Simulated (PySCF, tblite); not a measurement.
**C7H9B: geometry, infrared bands and NMR shifts**

What infrared bands and NMR shifts should C7H9B (`CC#CB1CC=CC1`) show?

The runs use tblite 0.8.0 and PySCF 2.14.0, with density-fitted response routines of our own; the level of theory stands in each step. All values are computed, except where a source is named. Atoms count from 0, in the outputs and in this text.

**1. The molecule as given**

17 atoms, charge 0, multiplicity 1; geometry from: force field or distance geometry start.

Bonds of the start (Å): C0–C1 1.48, C1–C2 1.21, C2–B3 1.56, B3–C4 1.59, C4–C5 1.49, C5–C6 1.31, C6–C7 1.47, C7–B3 1.59, C0–H8 1.11, C0–H9 1.11, C0–H10 1.11, C4–H11 1.11, C4–H12 1.09, C5–H13 1.10, C6–H14 1.11, C7–H15 1.10, C7–H16 1.10.

**2. Relaxing the molecule with GFN2-xTB**

What the job is given:

```
{"job": {"kind": "relax", "xc": "GFN2-xTB", "basis": "xTB"}, "charge": 0, "multiplicity": 1}
C      3.825500    -0.219500     0.277700
C      2.353300    -0.121600     0.366000
C      1.152300    -0.033600     0.459200
B     -0.395100     0.120400     0.532100
C     -1.354400    -1.143600     0.378400
C     -2.686200    -0.479100     0.443700
C     -2.622200     0.800000     0.164300
C     -1.260900     1.273900    -0.147000
H      4.082500    -1.297200     0.186400
H      4.177900     0.274000    -0.652400
H      4.311800     0.257500     1.148100
H     -1.223100    -1.508400    -0.661300
H     -1.211600    -1.899800     1.153300
H     -3.622300    -0.987700     0.704100
H     -3.501500     1.480500     0.169700
H     -1.005800     1.233700    -1.216300
H     -1.027200     2.262500     0.281900
```

Launch:

```
OMP_NUM_THREADS=1 python probes_run.py task.json out
```

This one command runs all jobs of the session in turn.

**Question.** This job is followed by: GFN2-xTB harmonic vibrations, gas phase; GIAO PBE0/pcSseg-1 NMR shielding, non-relativistic, gas phase. Predict these results of the whole session: strongest single infrared mode (GFN2-xTB); zero-point energy (GFN2-xTB); ¹³C shifts against TMS (PBE0/pcSseg-1, means over atoms taken as alike); ¹H shifts against TMS (PBE0/pcSseg-1, means over atoms taken as alike); ¹¹B shifts against BF3·OEt2 (PBE0/pcSseg-1).

As calculated:

| quantity | value |
| --- | --- |
| strongest single infrared mode (GFN2-xTB) | 2307 cm⁻¹, 240 km/mol |
| zero-point energy (GFN2-xTB) | 84.9 kcal/mol |
| ¹³C shifts against TMS (PBE0/pcSseg-1, means over atoms taken as alike) | 145.0, 141.0, 94.1, 39.9, 7.8 ppm |
| ¹H shifts against TMS (PBE0/pcSseg-1, means over atoms taken as alike) | 6.28, 2.42, 2.20 ppm |
| ¹¹B shifts against BF3·OEt2 (PBE0/pcSseg-1) | 77.5 ppm |

**Reading.** The optimisation took 72 steps and gained 0.678 eV; among the close pairs (by a distance rule), C2–B3 changed most, from 1.557 to 1.493 Å. No mode is imaginary among the 45: a minimum at this level. The strongest single mode, at 2307 cm⁻¹, moves mainly C1 and C2. GFN2-xTB is a fitted tight-binding method: band positions and strengths are rough. Its intensities can rank the bands wrongly. The most deshielded hydrogen is H13, H14 (mean) (hydrogen on an alkene CH), at 6.28 ppm: a vinylic proton, deshielded by the sp2 carbon and the C=C anisotropy. At PBE0/pcSseg-1: The widest tensor belongs to C2: span 282 ppm, with a paramagnetic part of -163 ppm.
